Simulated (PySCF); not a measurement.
# C8H13Cl: magnetic properties

Wanted: magnetic properties for C8H13Cl (`CC[C@@]12CC[C@@H](C1)[C@@H]2Cl`).

Computed with PySCF 2.14.0 and routines of our own; the level stands in each step. Atoms count from 0.

## 1. The starting structure

22 atoms, charge 0, multiplicity 1; geometry from: GFN2-xTB.

## 2. Magnetic properties: GIAO PBE/pcSseg-1

Job settings and geometry (Å):

```
{"job": {"kind": "mag", "xc": "PBE", "basis": "pcSseg-1", "isotopologues": 0}, "charge": 0, "multiplicity": 1}
C      2.210971    -0.974053     0.938504
C      1.729224    -0.054495    -0.178954
C      0.230326     0.145186    -0.157493
C     -0.681868    -1.060149    -0.420848
C     -2.058775    -0.365837    -0.330359
C     -1.593967     1.060314    -0.036809
C     -0.502911     0.824046     1.021251
C     -0.432595     1.235874    -1.019468
Cl    -0.705524     0.922137    -2.740494
H      1.788511    -1.969252     0.828988
H      3.294600    -1.059063     0.914942
H      1.917790    -0.577887     1.907722
H      2.014343    -0.470398    -1.148160
H      2.216440     0.919140    -0.078980
H     -0.497594    -1.494720    -1.401886
H     -0.557463    -1.833310     0.334662
H     -2.616795    -0.425779    -1.263147
H     -2.677689    -0.761706     0.473521
H     -2.356274     1.825207     0.077808
H     -0.020913     1.736258     1.364625
H     -0.770644     0.193723     1.864584
H      0.060395     2.204149    -0.950856
```

Level: GIAO PBE/pcSseg-1 magnetisability, rotational g tensor and spin-rotation constants, non-relativistic, gas phase.

Launch:

```console
$ OMP_NUM_THREADS=1 python excited_run.py task.json out
```

One launch serves the whole session: the jobs run in the order shown.

What it wrote:

```text
coarse grid: 18376 points
cycle   1  E = -771.9881288898  dE =  9.130e-01  |g| = 6.420e-01  |ddm| = 4.322e+00
cycle   2  E = -771.8163347299  dE =  1.718e-01  |g| = 1.041e+00  |ddm| = 1.677e+00
cycle   3  E = -772.0997242563  dE = -2.834e-01  |g| = 1.340e-01  |ddm| = 1.231e+00
cycle   4  E = -772.1035298739  dE = -3.806e-03  |g| = 4.789e-02  |ddm| = 2.618e-01
cycle   5  E = -772.1040134455  dE = -4.836e-04  |g| = 1.411e-02  |ddm| = 6.065e-02
cycle   6  E = -772.1040556566  dE = -4.221e-05  |g| = 5.249e-03  |ddm| = 2.153e-02
cycle   7  E = -772.1040619872  dE = -6.331e-06  |g| = 1.339e-03  |ddm| = 7.153e-03
final grid: 171248 points
cycle   8  E = -772.1809932701  dE = -8.050e-05  |g| = 1.775e-02  |ddm| = 8.730e-02
cycle   9  E = -772.1808199246  dE =  1.733e-04  |g| = 3.148e-02  |ddm| = 5.244e-02
cycle  10  E = -772.1810704301  dE = -2.505e-04  |g| = 3.752e-03  |ddm| = 3.995e-02
cycle  11  E = -772.1810735464  dE = -3.116e-06  |g| = 8.054e-04  |ddm| = 5.828e-03
cycle  12  E = -772.1810736978  dE = -1.513e-07  |g| = 1.531e-04  |ddm| = 8.261e-04
cycle  13  E = -772.1810737033  dE = -5.545e-09  |g| = 5.134e-05  |ddm| = 2.684e-04
cycle  14  E = -772.1810737039  dE = -5.962e-10  |g| = 1.549e-05  |ddm| = 6.615e-05
converged SCF energy = -772.1810737039

Magnetisability tensor (1e-30 J/T^2)
    -1787.54       55.37      -20.21
       55.37    -1713.48       17.71
      -20.21       17.71    -1862.88
isotropic -1787.97   principal values   -1874.93  -1805.29  -1683.68
isotropic susceptibility -107.674 1e-6 cm^3/mol

Inertial axes            a          b          c
rot. const./GHz      2.0848     1.1436     0.9459
chi total          -112.341   -108.226   -102.455
chi diamagnetic    -730.057  -1196.765  -1404.943
chi paramagnetic    617.716   1088.539   1302.488
quadrupole/D A       -3.485      0.418      3.067
g nuclear            0.6057     0.5818     0.5730
g electronic        -0.6050    -0.5848    -0.5788
g total              0.0008    -0.0030    -0.0058

Spin-rotation constants (kHz, H = +C I.J)
atom  isotope        aa         bb         cc
  8   35Cl        0.303      0.225      0.218
  9     1H       -0.232     -0.117      0.012
 10     1H       -0.116     -0.037     -0.105
 11     1H       -0.200     -0.036     -0.073
 12     1H       -0.202     -0.025     -0.062
 13     1H       -0.234     -0.107      0.016
 14     1H       -0.204     -0.051     -0.043
 15     1H       -0.052     -0.106     -0.067
 16     1H        0.017     -0.121     -0.074
 17     1H       -0.217      0.016     -0.092
 18     1H       -0.105     -0.067     -0.064
 19     1H       -0.234     -0.134      0.022
 20     1H       -0.132     -0.043     -0.096
 21     1H       -0.235     -0.099      0.033
  0    13C*       0.281      0.158      0.131
  1    13C*       0.365      0.184      0.157
  2    13C*       0.399      0.242      0.234
  3    13C*       0.362      0.179      0.152
  4    13C*       0.355      0.202      0.143
  5    13C*       0.412      0.219      0.178
  6    13C*       0.400      0.198      0.157
  7    13C*       0.446      0.285      0.211
* in the singly substituted isotopologue
```

Wall time 3.5 min (1 thread of Intel Xeon at 2.50GHz, shared host); peak memory 0.92 GiB.

From this job:

```
              quantity                     value
       magnetisability          -1788·10⁻³⁰ J/T²
  molar susceptibility       -107.7·10⁻⁶ cm³/mol
rotational g (a, b, c)  0.0008, -0.0030, -0.0058
```

## 3. Magnetic properties: GIAO HF/3-21G

Settings changed since step 2:

```diff
@@ -1,2 +1,2 @@
-{"job": {"kind": "mag", "xc": "PBE", "basis": "pcSseg-1", "isotopologues": 0}, "charge": 0, "multiplicity": 1}
+{"job": {"kind": "mag", "xc": "HF", "basis": "3-21G"}, "charge": 0, "multiplicity": 1}
 C      2.210971    -0.974053     0.938504
```

Level: GIAO HF/3-21G magnetisability, rotational g tensor and spin-rotation constants, non-relativistic, gas phase.

What it wrote:

```text
final grid: 171248 points
cycle   1  E = -765.9649791278  dE =  2.261e+00  |g| = 5.133e-01  |ddm| = 4.511e+00
cycle   2  E = -766.0496764162  dE = -8.470e-02  |g| = 2.327e-01  |ddm| = 1.143e+00
cycle   3  E = -766.0629869980  dE = -1.331e-02  |g| = 6.052e-02  |ddm| = 4.984e-01
cycle   4  E = -766.0643989064  dE = -1.412e-03  |g| = 7.559e-03  |ddm| = 1.396e-01
cycle   5  E = -766.0644211549  dE = -2.225e-05  |g| = 2.458e-03  |ddm| = 2.208e-02
cycle   6  E = -766.0644239747  dE = -2.820e-06  |g| = 5.210e-04  |ddm| = 7.611e-03
cycle   7  E = -766.0644241745  dE = -1.998e-07  |g| = 1.514e-04  |ddm| = 2.099e-03
cycle   8  E = -766.0644241894  dE = -1.494e-08  |g| = 4.540e-05  |ddm| = 4.973e-04
cycle   9  E = -766.0644241904  dE = -1.001e-09  |g| = 9.547e-06  |ddm| = 1.113e-04
cycle  10  E = -766.0644241905  dE = -5.366e-11  |g| = 3.005e-06  |ddm| = 2.830e-05
converged SCF energy = -766.0644241905

Magnetisability tensor (1e-30 J/T^2)
    -1946.58       54.48      -16.07
       54.48    -1865.42       23.32
      -16.07       23.32    -2012.84
isotropic -1941.62   principal values   -2025.73  -1962.13  -1836.99
isotropic susceptibility -116.927 1e-6 cm^3/mol

Inertial axes            a          b          c
rot. const./GHz      2.0848     1.1436     0.9459
chi total          -121.522   -117.838   -111.421
chi diamagnetic    -730.981  -1198.591  -1407.408
chi paramagnetic    609.459   1080.754   1295.987
quadrupole/D A       -4.867      0.567      4.300
g nuclear            0.6057     0.5818     0.5730
g electronic        -0.5969    -0.5807    -0.5759
g total              0.0088     0.0011    -0.0029

Spin-rotation constants (kHz, H = +C I.J)
atom  isotope        aa         bb         cc
  8   35Cl        0.141      0.107      0.118
  9     1H       -0.262     -0.129      0.002
 10     1H       -0.146     -0.053     -0.115
 11     1H       -0.233     -0.049     -0.082
 12     1H       -0.228     -0.045     -0.073
 13     1H       -0.259     -0.123     -0.000
 14     1H       -0.221     -0.064     -0.060
 15     1H       -0.081     -0.118     -0.082
 16     1H       -0.017     -0.132     -0.088
 17     1H       -0.237     -0.004     -0.106
 18     1H       -0.137     -0.084     -0.076
 19     1H       -0.259     -0.146      0.008
 20     1H       -0.161     -0.059     -0.102
 21     1H       -0.264     -0.119      0.016
  0    13C*       0.175      0.096      0.083
  1    13C*       0.225      0.111      0.097
  2    13C*       0.243      0.155      0.153
  3    13C*       0.227      0.113      0.096
  4    13C*       0.220      0.125      0.086
  5    13C*       0.261      0.136      0.115
  6    13C*       0.258      0.124      0.101
  7    13C*       0.280      0.184      0.136
* in the singly substituted isotopologue
```

It took 22 s on 1 thread of Intel Xeon at 2.50GHz, shared host; peak memory 0.75 GiB.

In short:

```
              quantity                    value
       magnetisability         -1942·10⁻³⁰ J/T²
  molar susceptibility      -116.9·10⁻⁶ cm³/mol
rotational g (a, b, c)  0.0088, 0.0011, -0.0029
```

## 4. The levels compared

```
            level  ξ (10⁻³⁰ J/T²)    g(a)     g(b)  gap (eV)  functions     time
GIAO PBE/pcSseg-1           -1788  0.0008  -0.0030      6.88        225  3.5 min
    GIAO HF/3-21G           -1942  0.0088   0.0011     17.10        111     22 s
```

## 5. What came out

| quantity | value |
| --- | --- |
| magnetisability (step 2, GIAO PBE/pcSseg-1) | -1788·10⁻³⁰ J/T² |
| molar susceptibility (step 2, GIAO PBE/pcSseg-1) | -107.7·10⁻⁶ cm³/mol |
| rotational g (a, b, c) (step 2, GIAO PBE/pcSseg-1) | 0.0008, -0.0030, -0.0058 |
| magnetisability over the levels | -1942 to -1788·10⁻³⁰ J/T² |

The magnetisability spreads by 8.2 % over 2 levels, from GIAO HF/3-21G (22 s) to GIAO PBE/pcSseg-1 (3.5 min); the runs took 22 s to 3.5 min. Two levels can agree by chance, so this spread shows no convergence. Vibrational averaging and real surroundings are missing from these values.
